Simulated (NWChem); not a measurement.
**C2H9AlFN (SMILES [CH3][Al-]([CH3])([NH3+])[F]): levels of theory compared**

We compute a comparison of 5 runs (HF/STO-3G, HF/3-21G, B3LYP/6-31G*, MP2/STO-3G) of C2H9AlFN. 

The results are computed with NWChem 7.3.0.

### Step 1. The structure to begin with

C2H9AlFN has 14 atoms, charge 0, and is taken as a singlet. As SMILES, `[CH3][Al-]([CH3])([NH3+])[F]`. Geometry: relaxed at PBE0-D4/def2-TZVP.

Bond lengths: C1–Al2 1.965 Å, Al2–C3 1.965 Å, Al2–N4 2.057 Å, Al2–F5 1.686 Å, C1–H6 1.096 Å, C1–H7 1.095 Å, C1–H8 1.096 Å, C3–H9 1.096 Å, C3–H10 1.095 Å, C3–H11 1.096 Å, N4–H12 1.014 Å, N4–H13 1.015 Å, N4–H14 1.015 Å. Some angles: C1–Al2–C3 120.8°, C1–Al2–N4 102.8°, C1–Al2–F5 115.2°, C3–Al2–N4 102.7°, C3–Al2–F5 115.2°, N4–Al2–F5 93.9°, Al2–C1–H6 112.6°, Al2–C1–H7 111.1°, Al2–C1–H8 112.8°, Al2–C3–H9 112.8°.

### Step 2. Energy and forces at HF/STO-3G (run 1)

Input file test.xyz:

```xyz
14
C2H9AlFN
C     -1.663800     0.960500    -0.203000
Al     0.209100     0.390400    -0.366600
C      1.448100     0.560800     1.148500
N      0.046800    -1.647500    -0.592900
F      0.899600     0.619500    -1.888100
H     -2.152800     0.547900     0.687100
H     -1.738300     2.049700    -0.116400
H     -2.270100     0.677800    -1.070600
H      2.410100     0.069000     0.966800
H      1.673800     1.612100     1.356600
H      1.037700     0.145600     2.076300
H     -0.334700    -2.132300     0.212200
H      0.965700    -2.032700    -0.787900
H     -0.544100    -1.850100    -1.393200
```

Input file test.nw:

```
start test
title "C2H9AlFN"
memory stack 880 mb heap 220 mb global 1100 mb

geometry noautosym nocenter noautoz
  load format xyz test.xyz
end

basis "ao basis" spherical bse
  * library STO-3G
end

scf
  singlet
  rhf
  thresh 1e-08
  maxiter 80
  print medium
end

task scf gradient
```

On the command line:

```bash
$ nwchem test.nw > test.out
```

What it wrote:

```text
[...]
  functions       =    38
[...]
  wavefunction    = RHF
[...]
         Total SCF energy =   -470.954176630311
      One-electron energy =  -1134.988199542094
      Two-electron energy =    423.756479390909
 Nuclear repulsion energy =    240.277543520875
        Time for solution =      2.4s
[...]
                         RHF ENERGY GRADIENTS
    atom               coordinates                        gradient
                 x          y          z           x          y          z
   1 C      -3.144126   1.815082  -0.383614   -0.016602   0.004063  -0.001813
   2 Al      0.395142   0.737749  -0.692774   -0.009837  -0.003482   0.021615
   3 C       2.736512   1.059758   2.170350    0.013072   0.000199   0.011137
   4 N       0.088439  -3.113324  -1.120419   -0.002439  -0.038703  -0.005696
   5 F       1.699997   1.170685  -3.567992    0.016647   0.004420  -0.037024
   6 H      -4.068202   1.035381   1.298431   -0.003220  -0.003522   0.009494
   7 H      -3.284911   3.873371  -0.219964   -0.000399   0.010173   0.000882
   8 H      -4.289867   1.280856  -2.023141   -0.005133  -0.001743  -0.008731
   9 H       4.554429   0.130391   1.826987    0.009316  -0.003669  -0.002433
  10 H       3.163023   3.046427   2.563602    0.001876   0.009915   0.001759
  11 H       1.960969   0.275144   3.923638   -0.005504  -0.003157   0.008530
[...]
```

Wall time 3.9 s (1 thread of Intel Xeon 6975P-C (Granite Rapids), shared host); peak memory 0.096 GiB.

### Step 3. Energy and forces at HF/3-21G (run 2)

Input file m1.nw:

```
start m1
title "C2H9AlFN hf"
memory 2200 mb

geometry units angstrom noautosym nocenter noautoz
   C    -1.663800    0.960500   -0.203000
   Al    0.209100    0.390400   -0.366600
   C     1.448100    0.560800    1.148500
   N     0.046800   -1.647500   -0.592900
   F     0.899600    0.619500   -1.888100
   H    -2.152800    0.547900    0.687100
   H    -1.738300    2.049700   -0.116400
   H    -2.270100    0.677800   -1.070600
   H     2.410100    0.069000    0.966800
   H     1.673800    1.612100    1.356600
   H     1.037700    0.145600    2.076300
   H    -0.334700   -2.132300    0.212200
   H     0.965700   -2.032700   -0.787900
   H    -0.544100   -1.850100   -1.393200
end

basis spherical bse
   * library 3-21G
end

scf
   thresh 1e-08
   maxiter 80
   noprint "final vectors analysis"
end

task scf gradient
```

On the command line:

```bash
$ nwchem m1.nw > m1.out
```

What it wrote:

```text
[...]
  functions       =    67
[...]
  wavefunction    = RHF
[...]
         Total SCF energy =   -474.338936593898
      One-electron energy =  -1135.162166003623
      Two-electron energy =    420.545685888851
 Nuclear repulsion energy =    240.277543520874
        Time for solution =      3.1s
[...]
                         RHF ENERGY GRADIENTS
    atom               coordinates                        gradient
                 x          y          z           x          y          z
   1 C      -3.144126   1.815082  -0.383614    0.011832  -0.004558  -0.001424
   2 Al      0.395142   0.737749  -0.692774   -0.002967   0.009339   0.009680
   3 C       2.736512   1.059758   2.170350   -0.007773  -0.002056  -0.009902
   4 N       0.088439  -3.113324  -1.120419    0.000253   0.007812   0.001703
   5 F       1.699997   1.170685  -3.567992    0.000059  -0.001827  -0.000762
   6 H      -4.068202   1.035381   1.298431   -0.001513  -0.001081   0.002977
   7 H      -3.284911   3.873371  -0.219964    0.000154   0.003682   0.000506
   8 H      -4.289867   1.280856  -2.023141   -0.002156  -0.000633  -0.002870
   9 H       4.554429   0.130391   1.826987    0.003375  -0.001363  -0.000462
  10 H       3.163023   3.046427   2.563602    0.000357   0.003676   0.000544
  11 H       1.960969   0.275144   3.923638   -0.001398  -0.001090   0.003038
[...]
```

Run time: 4.5 s. Hardware: 1 thread of Intel Xeon 6975P-C (Granite Rapids), shared host; peak memory 0.096 GiB.

Runs 3 to 4 aren't shown in full; the table further down has their settings and results.

### Step 4. Energy and gradient at MP2/STO-3G (run 5)

Input file c2h9alfn.nw:

```
START c2h9alfn
memory total 2200 mb
GEOMETRY noautosym nocenter noautoz
C    -1.663800    0.960500   -0.203000
Al    0.209100    0.390400   -0.366600
C     1.448100    0.560800    1.148500
N     0.046800   -1.647500   -0.592900
F     0.899600    0.619500   -1.888100
H    -2.152800    0.547900    0.687100
H    -1.738300    2.049700   -0.116400
H    -2.270100    0.677800   -1.070600
H     2.410100    0.069000    0.966800
H     1.673800    1.612100    1.356600
H     1.037700    0.145600    2.076300
H    -0.334700   -2.132300    0.212200
H     0.965700   -2.032700   -0.787900
H    -0.544100   -1.850100   -1.393200
END
BASIS "ao basis" spherical bse
* library STO-3G
END
SCF
singlet
rhf
thresh 1e-08
maxiter 80
END
MP2
freeze core 9
tight
END
TASK mp2 gradient
```

On the command line:

```bash
$ nwchem c2h9alfn.nw > c2h9alfn.out
```

What it wrote:

```text
[...]
  functions       =    38
[...]
  wavefunction    = RHF
[...]
         Total SCF energy =   -470.954176630260
      One-electron energy =  -1134.988199542043
      Two-electron energy =    423.756479390909
 Nuclear repulsion energy =    240.277543520874
        Time for solution =      2.4s
[...]
          Total MP2 energy          -471.151032065098
[...]
                         mp2 ENERGY GRADIENTS
    atom               coordinates                        gradient
                 x          y          z           x          y          z
   1 C      -3.144126   1.815082  -0.383614   -0.025838   0.007977  -0.001074
   2 Al      0.395142   0.737749  -0.692774   -0.009851  -0.000336   0.022583
   3 C       2.736512   1.059758   2.170350    0.019476   0.002114   0.018655
   4 N       0.088439  -3.113324  -1.120419   -0.003324  -0.062080  -0.010492
   5 F       1.699997   1.170685  -3.567992    0.013628   0.003006  -0.030499
   6 H      -4.068202   1.035381   1.298431    0.003748   0.001825  -0.002682
   7 H      -3.284911   3.873371  -0.219964    0.000932  -0.004753  -0.000340
   8 H      -4.289867   1.280856  -2.023141    0.003447   0.001872   0.003107
   9 H       4.554429   0.130391   1.826987   -0.004067   0.002866  -0.000197
  10 H       3.163023   3.046427   2.563602   -0.001397  -0.004430  -0.001339
  11 H       1.960969   0.275144   3.923638   -0.000139   0.002295  -0.004388
[...]
```

Run time: 6.6 s. Hardware: 1 thread of Intel Xeon 6975P-C (Granite Rapids), shared host; peak memory 0.1 GiB.

### Step 5. All runs side by side

```csv
run,level,Cartesian functions,iteration cap,energy (Eh),dipole moment (D),HOMO energy (eV),LUMO energy (eV),wall time
1,HF/STO-3G,no,80,-470.954177,5.59,-7.41,13.53,3.9 s
2,HF/3-21G,no,80,-474.338937,5.97,–,–,4.5 s
3,B3LYP/6-31G* (Cartesian functions),yes,100,-478.785216,–,–,–,24 s
4,B3LYP/6-31G* (spherical functions),no,100,-478.779669,5.46,-6.42,0.37,24 s
5,MP2/STO-3G,no,80,-471.151032,5.57,-7.41,13.53,6.6 s
```

### Step 6. What came out

```
                                                      quantity          value
                                           run 5: total energy  -471.15103 Eh
run 5: dipole moment (of the density that the program reports)         5.57 D
                    run 5: HOMO energy (Hartree–Fock orbitals)       -7.41 eV
                    run 5: LUMO energy (Hartree–Fock orbitals)       13.53 eV
                  run 5: HOMO–LUMO gap (Hartree–Fock orbitals)       20.94 eV
            run 5: correlation energy (9 core orbitals frozen)     -196.9 mEh
                               run 5: largest force on an atom     3.242 eV/Å
```

What this shows: Over runs 1, 2, 4, 5 the dipole moment (its size) runs from 5.46 D (B3LYP/6-31G*) to 5.97 D (HF/3-21G). The two ends differ in method and basis. In runs 1, 5 the basis is minimal, so the values are rough. All runs together took 63 s, the longest 24 s.
